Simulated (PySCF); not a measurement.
# TlSb−: bond curves at several levels of theory

An exercise on one series of results from a longer session: the logs are not shown, and one member is left open.

Method: Tl aug-cc-pVDZ-PP with ECP60, Sb aug-cc-pVDZ-PP with ECP28, scalar-relativistic core potentials; program: PySCF 2.14.0.

3 further runs of the same task are left out: 3 set aside as unsound or not needed.

Set-up of the first run:

Settings of the job:

```
atoms                         : Tl, Sb
charge                        : -1
basis                         : Tl aug-cc-pVDZ-PP with ECP60, Sb aug-cc-pVDZ-PP with ECP28
Hamiltonian                   : scalar-relativistic core potentials
basis functions               : 64
electrons treated             : 45
masses in u                   : 204.9744, 120.9038
levels                        : PBE0, PBE, r²SCAN, MN15, revPBE, M06-2X, ωB97X, MP2, SCS-MP2, CCSD, CCSD(T)
grid                          : 80 radial by 434 angular points
occupations                   : held fixed by the projection of orbital angular momentum
dissociation limit            : Tl + Sb−, each in its ground configuration
starting distance in angstrom : 2.895
values of 2S to try           : 1, 3
```

The run is started by

```sh
> OMP_NUM_THREADS=1 python dia.py task.json out
```

Among the steps run: Input; PBE0 along the bond; Other states along the same grid; PBE; r²SCAN; MN15; revPBE; M06-2X; ωB97X; Correlated methods on the Hartree–Fock reference.

One table of the session follows, with a row left open; its other results are not shown here.

Differences from CCSD(T) in the same basis:

```
       level  Re (mÅ)  ωe (%)
    ROHF-MP2      -38    +7.9
ROHF-SCS-MP2      -23    +5.5
   ROHF-CCSD      -17    +4.0
         PBE       -5    -0.1
      revPBE      +16    -2.9
      r²SCAN      -36    +4.5
        PBE0      -46    +6.6
        MN15      -65    +7.7
      M06-2X        ?       ?
       ωB97X      -76   +13.5
```

Q: Estimate the row for M06-2X from the others.

As computed: Re (mÅ): -28; ωe (%): +4.4. In the column «Re (mÅ)» it lies between r²SCAN (-36) and ROHF-SCS-MP2 (-23).
